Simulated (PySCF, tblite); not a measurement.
# C₄H₇AlF₃N: geometry, infrared bands and NMR shifts

Aim: predict the infrared bands and NMR shifts of C₄H₇AlF₃N (`[F][AlH2-][N+]#CCCC(F)F`).

Programs: tblite 0.8.0 and PySCF 2.14.0, with density-fitted response routines of our own. Each step states its level of theory. These are calculated values for one molecule in the gas phase, unless marked as measured. Atoms count from 0, in the outputs and in this text.

## (1) Starting geometry

16 atoms, charge 0, multiplicity 1; geometry from: force field or distance geometry start.

Bonds of the start (Å): F0–Al1 1.81, Al1–N2 1.85, N2–C3 1.19, C3–C4 1.46, C4–C5 1.50, C5–C6 1.51, C6–F7 1.39, C6–F8 1.40, Al1–H9 1.60, Al1–H10 1.61, C4–H11 1.12, C4–H12 1.13, C5–H13 1.10, C5–H14 1.12, C6–H15 1.11.

## (2) Geometry optimisation with GFN2-xTB

Job settings and geometry (Å):

```
{"job": {"kind": "relax", "xc": "GFN2-xTB", "basis": "xTB"}, "charge": 0, "multiplicity": 1}
F      4.165600    -0.917800    -0.791400
Al     3.089300    -0.898200     0.665400
N      1.532600     0.046800     0.316500
C      0.534600     0.642100     0.077500
C     -0.711900     1.343900    -0.202400
C     -1.793400     0.349100    -0.491400
C     -1.947500    -0.506700     0.741200
F     -0.732200    -1.128400     0.982700
F     -2.187700     0.301800     1.855300
H      2.667200    -2.365600     1.136300
H      3.853600    -0.187100     1.890200
H     -0.578200     2.103500    -1.012500
H     -0.968200     1.891800     0.754500
H     -2.724200     0.859000    -0.797800
H     -1.404000    -0.316200    -1.299000
H     -2.803200    -1.208900     0.698800
```

Started as:

```console
$ OMP_NUM_THREADS=1 python probes_run.py task.json out
```

The driver reads the jobs from task.json and runs them one after another.

**Question.** This job is followed by: GFN2-xTB harmonic vibrations, gas phase; GIAO PBE0/pcSseg-1 NMR shielding, non-relativistic, gas phase. What will the session give for the following? strongest single infrared mode (GFN2-xTB); zero-point energy (GFN2-xTB); 13C shifts against TMS (PBE0/pcSseg-1); 1H shifts against TMS (PBE0/pcSseg-1, means over atoms taken as alike); 19F shifts against CFCl3 (PBE0/pcSseg-1, means over atoms taken as alike); 27Al shifts against AlH4- (PBE0/pcSseg-1); 15N shifts against NH3 (PBE0/pcSseg-1); surface potential, 1st and 99th percentile.

The runs gave:

```
                                                                 quantity                        value
                                strongest single infrared mode (GFN2-xTB)         637 cm⁻¹, 513 km/mol
                                             zero-point energy (GFN2-xTB)                63.5 kcal/mol
                                   13C shifts against TMS (PBE0/pcSseg-1)  140.8, 119.8, 33.2, 9.6 ppm
   1H shifts against TMS (PBE0/pcSseg-1, means over atoms taken as alike)   6.52, 3.97, 2.95, 2.41 ppm
19F shifts against CFCl3 (PBE0/pcSseg-1, means over atoms taken as alike)           -140.4, -190.2 ppm
                                27Al shifts against AlH4- (PBE0/pcSseg-1)                     49.8 ppm
                                   15N shifts against NH3 (PBE0/pcSseg-1)                    249.2 ppm
                                    surface potential, 1st and 99th percentile           -1.93 V and 2.03 V
```

**Reading.** The optimisation took 130 steps and gained 1.052 eV; among the close pairs (by a distance rule), Al1–N2 changed most, from 1.854 to 2.021 Å. No mode is imaginary among the 42: a minimum at this level. The strongest single mode, at 637 cm⁻¹, moves mainly H9 and H10. Unscaled tight-binding wavenumbers are off by several per cent, some by more. Its intensities can rank the bands wrongly. H15 (hydrogen on an sp3 CH bonded to 2 F) lies farthest downfield among hydrogen, at 6.52 ppm; its carbon carries F, an electronegative neighbour. At PBE0/pcSseg-1: Shielding is most anisotropic at N2 (span 440 ppm, paramagnetic term -320 ppm). By nearest atom (PBE0/pcSseg-1), the HOMO sits on H9, H10 about 42 % each; Al1 8 % and the LUMO on C3 41 %; N2 31 %.
